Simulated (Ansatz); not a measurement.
# CsRh2: the cost of one run

Computed with Ansatz 0.2.0 (DFT PBE, scalar-relativistic, plane waves, PAW, unless a step's input says otherwise).

### Step 1. The starting structure

The structure is tetragonal, space group P4/nmm (No. 129). Conventional cell: a = 4.418 Å, b = 4.418 Å, c = 6.741 Å, α = 90.00°, β = 90.00°, γ = 90.00°. Cs (site symmetry 4mm) has 9 Rh at 2.90 to 3.13 Å as nearest neighbours. Rh (site symmetry -4m2) has 8 Rh at 2.86 to 3.12 Å and 4 Cs at 2.99 Å as nearest neighbours. Rh (site symmetry 4mm) has 4 Rh at 2.86 Å and 5 Cs at 2.90 to 3.13 Å as nearest neighbours.

As a file:

```cif
data_structure
_symmetry_space_group_name_H-M 'P4/nmm:1'
_symmetry_Int_Tables_number 129
_cell_length_a 4.4181
_cell_length_b 4.4181
_cell_length_c 6.7412
_cell_angle_alpha 90.000
_cell_angle_beta 90.000
_cell_angle_gamma 90.000
_cell_volume 131.59
loop_
_atom_site_label
_atom_site_type_symbol
_atom_site_symmetry_multiplicity
_atom_site_Wyckoff_symbol
_atom_site_fract_x
_atom_site_fract_y
_atom_site_fract_z
_atom_site_occupancy
Cs1 Cs 2 c 0.00000 0.50000 0.70000 1
Rh1 Rh 2 a 0.00000 0.00000 0.00000 1
Rh2 Rh 2 c 0.00000 0.50000 0.27000 1
```

This is candidate A: Cu2Sb type (P4/nmm, No. 129).

(A quick probe on a coarse mesh, which set the mesh and smearing, is not shown.)

### Step 3. A loose first relaxation (candidate A)

Input file input.yaml:

```yaml
crystal:
  lattice:
    - [4.4181464306, 0.0, 0.0]
    - [0.0, 4.4181464306, 0.0]
    - [0.0, 0.0, 6.7412149069]
  atoms:
    - { symbol: Cs, position: [0.0, 0.5, 0.7] }
    - { symbol: Cs, position: [0.5, 0.0, 0.3] }
    - { symbol: Rh, position: [0.0, 0.0, 0.0] }
    - { symbol: Rh, position: [0.5, 0.5, 0.0] }
    - { symbol: Rh, position: [0.0, 0.5, 0.27] }
    - { symbol: Rh, position: [0.5, 0.0, 0.73] }
basis:
  ecutwfc: 420
kpoints:
  mp_grid: { grid: [4, 4, 4] }
hamiltonian:
  xc: pbe
scf:
  occupations: { method: gaussian, width: 0.1 }
  lower_state_search: "off"
output:
  forces: true
  stress: true
  eigenvalues: true
relax:
  adjacent_minimum: "off"
  f_tol: 0.04
  max_steps: 70
  cell: { stress_tol: 0.4 }
```

Launch:

```
ansatz run input.yaml --threads 1 --pin off --max-ram 2560MiB --backend cpu --events-out ev --progress --plain --runs-dir out
```

**Question.** How long does this run take on 1 thread of Intel Xeon 6975P-C (Granite Rapids), shared host, and how much memory does it need?

About 2 min, with a peak of 0.54 GiB.
